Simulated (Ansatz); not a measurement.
# AlH3LiNO: the cost of one run

Program: Ansatz 0.2.0. Level of theory: RKS PBE0-D4/def2-SVP. These are calculated values, not measurements.

### 1 Starting point

Bond lengths: Li1–O2 1.586 Å, O2–Al3 1.647 Å, Al3–N4 1.790 Å, Al3–H5 1.533 Å, N4–H6 1.011 Å, N4–H7 1.013 Å. Angles: Li1–O2–Al3 174.4°, O2–Al3–N4 129.1°, O2–Al3–H5 117.0°, N4–Al3–H5 114.0°, Al3–N4–H6 122.8°, Al3–N4–H7 128.7°, H6–N4–H7 108.5°.

As a file:

```xyz
7

Li   -1.5911   -2.4082   -1.5811
O    -0.8572   -1.1523   -0.9497
Al   -0.1388    0.2333   -0.4246
N     0.7355    0.5398    1.1066
H    -0.2124    1.4504   -1.3546
H     1.1165    1.4447    1.3476
H     0.9476   -0.1077    1.8558
```

### 2 Relaxing end A

input.yaml

```yaml
crystal:
  periodic: [false, false, false]
  atoms:
    - { symbol: Li, position_ang: [-1.59111, -2.40815, -1.58111] }
    - { symbol: O, position_ang: [-0.85721, -1.15234, -0.94975] }
    - { symbol: Al, position_ang: [-0.13882, 0.23326, -0.42463] }
    - { symbol: "N", position_ang: [0.73552, 0.53984, 1.10661] }
    - { symbol: H, position_ang: [-0.21245, 1.45038, -1.35457] }
    - { symbol: H, position_ang: [1.11652, 1.44472, 1.34761] }
    - { symbol: H, position_ang: [0.94755, -0.10771, 1.85584] }
basis:
  gaussian: { orbitals: def2-SVP }
hamiltonian:
  xc: pbe0
  dispersion: d4
relax:
  f_tol: 0.02
  max_steps: 50
```

Run with:

```sh
$ ansatz run input.yaml --threads 1 --pin off --max-ram 2048MiB --backend cpu --events-out ev --progress --plain --runs-dir out
```

**Question.** How long does this run take on 1 thread of Arm Neoverse V2, shared host, and how much memory does it need?

About 16 s, with a peak of 0.16 GiB.
